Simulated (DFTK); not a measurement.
BiTe:

```
Bi Te
1.0
     2.42271    1.39875    3.31729
    -2.42271    1.39875    3.31729
     0.00000   -2.79750    3.31729
Bi Te
1 1
Direct
  0.50000 0.50000 0.50000
  0.00000 0.00000 0.00000
```

The cell comes from a database or a generator and needn't be the stable form of this composition.

Base run:

```yaml
Program: DFTK 0.8.2
Functional: PBE
Potentials_or_basis: SG15 1.2 (PBE)
Cutoff: 1225 eV
k_mesh: 5 × 5 × 5
Occupations: fermi-dirac, width 0.05 eV
Spin: no spin polarisation
```

Its results: band gap on the k mesh none (metal or under the smearing width); pressure 0.0 GPa.

Question: The run is repeated on the same cell with these changes: functional from PBE to RPBE. What comes out?

Answer: Band gap on the k mesh none (metal or under the smearing width); pressure 1.3 GPa.

RPBE binds less tightly than PBE, so the same cell stands under more pressure.

Caveats: spin-orbit coupling is left out, which moves the levels of the heavy elements; the potentials were made for another functional, which shifts forces and pressure (some runs).
